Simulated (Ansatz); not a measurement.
# CH2FNSi (SMILES NC#[Si]F): functionals against CCSD(T) at one geometry

One table from this session's results is given with a row withheld; the runs are named, their logs left out.

Computed with Ansatz 0.2.0, Gaussian basis. Level: single points in def2-TZVPP.

Correlated methods freeze the cores. B3LYP uses VWN-RPA correlation.

## Where the work starts

SMILES `NC#[Si]F`, 6 atoms, charge 0, spin multiplicity 1.

Atoms are counted from 1 here; the program's logs count them from 0.

Bond lengths: N1–C2 1.257 Å, N1–H5 1.080 Å, N1–H6 0.880 Å, C2–Si3 1.824 Å, Si3–F4 1.759 Å. Angles: C2–N1–H5 102.9°, C2–N1–H6 138.5°, H5–N1–H6 114.2°, N1–C2–Si3 130.8°, C2–Si3–F4 117.7°.

Geometry (Å):

```
atom    x (Å)    y (Å)    z (Å)
  N1   0.1186   1.0848   0.3478
  C2  -0.2772   0.0297  -0.2086
 Si3   0.3329  -1.6850  -0.0848
  F4  -0.7037  -2.9674  -0.6962
  H5   0.4277   1.6965  -0.4869
  H6  -0.0283   1.5339   1.0898
```

Set-up of the first run:

File run/in.yaml:

```yaml
crystal:
  periodic: [false, false, false]
  atoms:
    - {symbol: N, position_ang: [0.118600, 1.084800, 0.347800]}
    - {symbol: C, position_ang: [-0.277200, 0.029700, -0.208600]}
    - {symbol: Si, position_ang: [0.332900, -1.685000, -0.084800]}
    - {symbol: F, position_ang: [-0.703700, -2.967400, -0.696200]}
    - {symbol: H, position_ang: [0.427700, 1.696500, -0.486900]}
    - {symbol: H, position_ang: [-0.028300, 1.533900, 1.089800]}
basis:
  gaussian: {orbitals: def2-TZVPP}
correlation: {method: ccsd_t}
output: {forces: true}
```

The command line of these runs was not kept.

Among the steps run: CCSD(T)/def2-TZVPP; PBE0-D4/def2-TZVPP; wB97M-V/def2-TZVPP; r2SCAN-D4/def2-TZVPP; PBE-D4/def2-TZVPP; CAM-B3LYP-D4/def2-TZVPP; B3LYP-D4/def2-TZVPP.

One of the session's tables, all rows but one given; the rest of the session is left out.

```
      method  RMS force component (eV/Å)  angle to CCSD(T) forces (°)  dipole (D)
     CCSD(T)                       3.800                    reference        5.69
     PBE0-D4                       3.831                          4.5        5.57
     wB97M-V                       3.802                          3.8        5.58
   r2SCAN-D4                       3.799                          3.4        5.51
      PBE-D4                       3.767                          4.8        5.43
CAM-B3LYP-D4                       3.838                          4.9        5.61
    B3LYP-D4                           ?                            ?           ?
```

Q: Estimate the row for B3LYP-D4 from the others.

**Answer.** RMS force component (eV/Å): 3.777; angle to CCSD(T) forces (°): 4.1; dipole (D): 5.52. In the column «RMS force component (eV/Å)» it lies between PBE-D4 (3.767) and r2SCAN-D4 (3.799).
